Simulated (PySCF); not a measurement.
**The bond of AlSb−, level by level**

One table from this session's results is given with a row withheld; the runs are named, their logs left out.

The runs use PySCF 2.14.0; Al def2-SVPD, Sb def2-SVPD with ECP28, scalar-relativistic core potentials.

4 further runs of the same task are left out: 4 set aside as unsound or not needed.

Set-up of the first run:

The job is set up so:

| Property | Result |
| --- | --- |
| atoms | Al, Sb |
| charge | -1 |
| basis | Al def2-SVPD, Sb def2-SVPD with ECP28 |
| Hamiltonian | scalar-relativistic core potentials |
| basis functions | 56 |
| electrons treated | 37 |
| masses in u | 26.9815, 120.9038 |
| levels | PBE0, PBE, r²SCAN, r²SCAN0, PW91, TPSS |
| grid | 80 radial by 434 angular points |
| occupations | held fixed by the projection of orbital angular momentum |
| dissociation limit | Al + Sb−, each in its ground configuration |
| starting distance in angstrom | 2.660 |
| values of 2S to try | 1, 3 |

Run with:

```sh
$ OMP_NUM_THREADS=1 python dia.py task.json out
```

Steps of the session up to this table: Input; First curve: PBE0; Higher solutions at PBE0; PBE; r²SCAN; r²SCAN0 (hybrid meta-GGA); PW91 (GGA); TPSS.

One of the session's tables, all rows but one given; the rest of the session is left out.

It belongs to the step «The curves together». Energy (eV) from each level's lowest point:

```
R (Å)    PBE   PW91   TPSS  r²SCAN   PBE0
2.199  0.942  0.927  0.924   0.892  0.874
2.301  0.441  0.432  0.427   0.402  0.389
2.404      ?      ?      ?       ?      ?
2.480  0.044  0.042  0.039   0.031  0.027
2.557  0.000  0.000  0.000   0.000  0.000
2.634  0.008  0.010  0.012   0.020  0.025
2.736  0.077  0.081  0.088   0.107  0.119
2.864  0.230  0.236  0.247   0.278  0.301
3.017  0.469  0.477  0.493   0.534  0.573
3.222  0.822  0.832  0.849   0.894  0.954
```

**Question.** Estimate the row for R (Å) = 2.404.

Worked estimate for «PBE». A straight line through the neighbours (2.301, 0.441) and (2.480, 0.044) gives 0.441 + (0.044 − 0.441) × (2.404 − 2.301) / (2.480 − 2.301) = 0.213; a parabola fitted to 4 rows on both sides gives 0.144.

The run gave: PBE: 0.155; PW91: 0.150; TPSS: 0.146; r²SCAN: 0.130; PBE0: 0.122. In «PBE» the line misses by +0.058 and the parabola by -0.011.

State 2 has its PBE0 minimum 0.01 eV higher. The other levels ran on the lowest alone.
